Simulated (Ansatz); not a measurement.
OsRu, space group P-6m2, a single point from an input typed as a dict

With Ansatz's Python interface.

Notebook, run cell by cell (the value of a cell's last expression is shown):

```python
from collections import Counter
import warnings

import ansatz as az
import numpy as np
```

```python
warnings.simplefilter("ignore", az.DeckWarning)
```

```python
settings = {
    "crystal": {
        "lattice": [[2.72701, 0.0, 0.0], [-1.363505, 2.36166, 0.0], [0.0, 0.0, 4.30032]],
        "atoms": [
            {"symbol": "Ru", "position": [0.333333, 0.666667, 0.0]},
            {"symbol": "Os", "position": [0.666667, 0.333333, 0.5]},
        ],
    },
    "kpoints": {"mp_grid": {"kspacing": 0.3}},
    "hamiltonian": {"xc": "lda"},
    "scf": {"occupations": {"method": "gaussian", "width": 0.15}},
    "basis": {"ecutwfc": 420},
    "output": {"forces": True, "stress": True},
}
```

```python
res = az.Session.from_dict(settings).plan().execute()
data = res.report
```

    

```python
data["kweights"]
```

    [0.0024691358024691358, 0.0049382716049382715, 0.0049382716049382715, 0.014814814814814815,
     0.02962962962962963, 0.02962962962962963, 0.014814814814814815, 0.02962962962962963,
     0.02962962962962963, 0.014814814814814815, 0.02962962962962963, 0.02962962962962963,
     0.014814814814814815, 0.02962962962962963, 0.02962962962962963, 0.014814814814814815,
     0.02962962962962963, 0.02962962962962963, 0.02962962962962963, 0.05925925925925926,
     0.05925925925925926, 0.02962962962962963, 0.05925925925925926, 0.05925925925925926,
     0.014814814814814815, 0.02962962962962963, 0.02962962962962963, 0.014814814814814815,
     0.02962962962962963, 0.02962962962962963, 0.02962962962962963, 0.05925925925925926,
     0.05925925925925926, 0.0049382716049382715, 0.009876543209876543, 0.009876543209876543]

```python
[(site.symbol, site.position_frac.round(4).tolist()) for site in res.lattice.sites]
```

    [(<Element.RU: 'Ru'>, [0.3333, 0.6667, 0.0]), (<Element.OS: 'Os'>, [0.6667, 0.3333, 0.5])]

```python
data["converged"], data["free_energy_ev"]
```

    (True, -16876.81225943281)

```python
for key in ("converged", "n_iterations", "n_electrons", "n_kpoints", "n_pw", "n_symmetry_ops", "free_energy_ev", "fermi_energy_ev"):
    print(f"{key:18s} {data[key]}")
```

    converged          True
    n_iterations       6
    n_electrons        32.0
    n_kpoints          36
    n_pw               537
    n_symmetry_ops     12
    free_energy_ev     -16876.81225943281
    fermi_energy_ev    24.388974155167897

```python
# pressure is a third of the trace
stress = np.array(data["stress_gpa"])
print(f"pressure {np.trace(stress) / 3:.3f} GPa")
print("stress tensor, GPa, positive in compression")
np.round(stress, 3) + 0.0
```

    pressure -12.703 GPa
    stress tensor, GPa, positive in compression
    array([[-12.989,   0.   ,   0.   ],
           [  0.   , -12.989,   0.   ],
           [  0.   ,   0.   , -12.131]])

```python
# forces in eV per angstrom
print("forces (eV/A)")
for site, force in zip(res.lattice.sites, data["forces_ev_ang"]):
    print(f"  {site.symbol:2s} {force[0]:9.4f} {force[1]:9.4f} {force[2]:9.4f}")
```

    forces (eV/A)
      Ru    0.0000   -0.0000    0.0000
      Os   -0.0000    0.0000    0.0000

```python
print("energy terms (eV)")
for term, value in data["components"].items():
    if abs(value) > 1e-9:
        print(f"  {term:26s} {value:16.5f}")
```

    energy terms (eV)
      e_band                           -131.58502
      e_kinetic                        1075.99131
      e_local                         -2063.59295
      e_nonlocal                        353.09094
      e_hartree                         732.85314
      e_xc                             -454.69733
      e_vxc                            -522.90869
      e_paw                          -12088.57903
      e_vpaw                           -439.86912
      e_augmentation_tail                -0.00032
      e_ewald                         -4432.79542
      e_core_change                       0.93442
      e_smearing                         -0.01702

```python
told = Counter((n["data"]["severity"], n["data"]["kind"]) for n in res.notices if n["event"] == "notice")
for (severity, kind), count in sorted(told.items()):
    print(f"{severity:8s} {kind} x{count}")
```

    audit    band_cg_iterations x1
    audit    preconditioner_resolved x1

Caveats:
- Total energies depend on the potentials; only differences at equal settings carry meaning. A total without «per atom» is that of the cell as typed.
- No spin polarisation was allowed.
- The energy terms are those on the plane-wave grid, with the one-centre PAW part apart; e_band, e_vxc and e_vpaw aren't summands of the total.
- An absolute Fermi energy rests on an arbitrary zero of the periodic potential and has no direct meaning.
- At these settings the cell as given stands under about -13 GPa, so it isn't at this functional's equilibrium volume.
- This cell is a computed structure, which may not be the phase found in nature.
- Levels are Kohn-Sham eigenvalues on this mesh, without spin-orbit coupling.
- The whole script took 1.7 s on 1 thread of Arm Neoverse V2, with other jobs on the host, peak memory 0.34 GiB.

(Lines on the test bed's own set-up are left out of the output.)
